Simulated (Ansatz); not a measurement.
**AlGaH5N: one species, many methods**

Aim: compute AlGaH5N with functionals from several rungs and with coupled cluster. The yardstick is the atomisation energy at the CCSD(T) limit.

Method: functionals in def2-TZVPP, the program's frozen cores in correlated methods; program: Ansatz 0.2.0, Gaussian basis.

Plan: LDA (SPW92), PBE-D4, revPBE-D4, BLYP-D4, r2SCAN-D4, B97M-V, PBE0-D4, B3LYP-D4, r2SCANh-D4, r2SCAN0-D4, HSE06-D4, BHLYP-D4, CAM-B3LYP-D4, LC-ωPBE, ωB97X-V, ωB97M-V, B2PLYP, PBE-QIDH; CCSD(T)/def2-SVP; CCSD(T)/def2-TZVPP; MP2/def2-QZVPP; extrapolation to the limit; RPA on PBE.

### Step 1. Structure used throughout

An earlier PBE0-D4 in a triple-zeta def2 set relaxation fixed the geometry.

SMILES `[NH2][AlH][GaH2]`, 8 atoms, charge 0, spin multiplicity 1.

Atoms are counted from 1 here; the program's logs count them from 0.

Bond lengths: N1–Al2 1.772 Å, N1–H4 1.007 Å, N1–H5 1.008 Å, Al2–Ga3 2.519 Å, Al2–H6 1.593 Å, Ga3–H7 1.582 Å, Ga3–H8 1.582 Å. Angles: Al2–N1–H4 125.9°, Al2–N1–H5 124.1°, H4–N1–H5 110.0°, N1–Al2–Ga3 119.8°, N1–Al2–H6 115.3°, Ga3–Al2–H6 124.9°, Al2–Ga3–H7 123.1°, Al2–Ga3–H8 123.1°, H7–Ga3–H8 113.8°.

### Step 2. LDA

This LDA is Slater exchange with PW92 correlation.

Contents of in.yaml:

```yaml
crystal:
  periodic: [false, false, false]
  atoms:
    - {symbol: N, position_ang: [-1.122702, 1.008319, -1.024992]}
    - {symbol: Al, position_ang: [-0.095060, 0.731884, 0.392075]}
    - {symbol: Ga, position_ang: [1.105774, -1.466764, 0.659315]}
    - {symbol: H, position_ang: [-1.288855, 0.352340, -1.770553]}
    - {symbol: H, position_ang: [-1.631377, 1.861535, -1.196924]}
    - {symbol: H, position_ang: [-0.012746, 1.946248, 1.419134]}
    - {symbol: H, position_ang: [2.566194, -1.725205, 0.109481]}
    - {symbol: H, position_ang: [0.478782, -2.708357, 1.412464]}
basis:
  gaussian: {orbitals: def2-TZVPP}
hamiltonian: {xc: lda}
output: {orbitals: {seedname: orbitals}}
```

On the command line:

```bash
> ansatz run in.yaml --threads 2 --pin off --events-out ev --progress --plain --max-ram 4352MiB
```

The runs that follow: PBE-D4 (GGA); revPBE-D4 (GGA); BLYP-D4 (GGA); r2SCAN-D4 (meta-GGA); B97M-V (meta-GGA); PBE0-D4 (hybrid); B3LYP-D4 (hybrid); r2SCANh-D4 (hybrid); r2SCAN0-D4 (hybrid); HSE06-D4 (hybrid); BHLYP-D4 (hybrid); CAM-B3LYP-D4 (range-separated); LC-ωPBE (range-separated); ωB97X-V (range-separated); ωB97M-V (range-separated); B2PLYP (double hybrid); PBE-QIDH (double hybrid); CCSD(T) in def2-SVP; CCSD(T) in def2-TZVPP; MP2 in def2-QZVPP; RPA on PBE orbitals.

**Question.** What will the summary of the whole plan be? Wanted: atomisation energy, CCSD(T)/CBS; farthest beyond LDA; mean size of error, GGA; mean size of error, meta-GGA; mean size of error, hybrid; mean size of error, range-separated; mean size of error, double hybrid; gap, smallest and largest; T1 diagnostic.

The runs gave:

```
                               quantity                                                                         value
        atomisation energy, CCSD(T)/CBS                                                                 2153.5 kJ/mol
 functionals within 21.5 kJ/mol (1.0 %)  PBE-D4, r2SCAN-D4, B97M-V, B3LYP-D4, CAM-B3LYP-D4, LC-ωPBE, ωB97X-V, ωB97M-V
                    farthest beyond LDA                                                      revPBE-D4 (-65.2 kJ/mol)
                mean size of error, GGA                                                                   38.9 kJ/mol
           mean size of error, meta-GGA                                                                   16.6 kJ/mol
             mean size of error, hybrid                                                                   37.7 kJ/mol
    mean size of error, range-separated                                                                    9.5 kJ/mol
      mean size of error, double hybrid                                                                   42.5 kJ/mol
              gap, smallest and largest                                      2.85 eV (LDA (SPW92)), 9.42 eV (LC-ωPBE)
                          T1 diagnostic                                                                        0.0133
triples share of the correlation energy                                                                         3.5 %
```

What this shows: The LDA atomisation energy is off by 249.3 kJ/mol (12 %): it overbinds. PBE-D4 is off by -19.3 kJ/mol. Double hybrids carry the basis error of their MP2 part in triple zeta, and no dispersion term here, so their miss is partly the set-up's. The rungs range-separated, meta-GGA miss on average by less than the doubt on the reference (21.5 kJ/mol), so they tie. The reference freezes the cores and leaves out relativity and excitations past (T), and its outer-core shells are covered unevenly, so misses under about 21.5 kJ/mol can't be ranked. Hartree-Fock recovers 70 % of the binding; the rest is correlation. CCSD(T) in def2-SVP is off by -161.2 kJ/mol, worse than the median functional, from the basis alone. Orbital gaps span 2.9 to 9.4 eV; exact exchange widens them. Correlated methods include outer-core shells of Ga, which these sets cover unevenly.
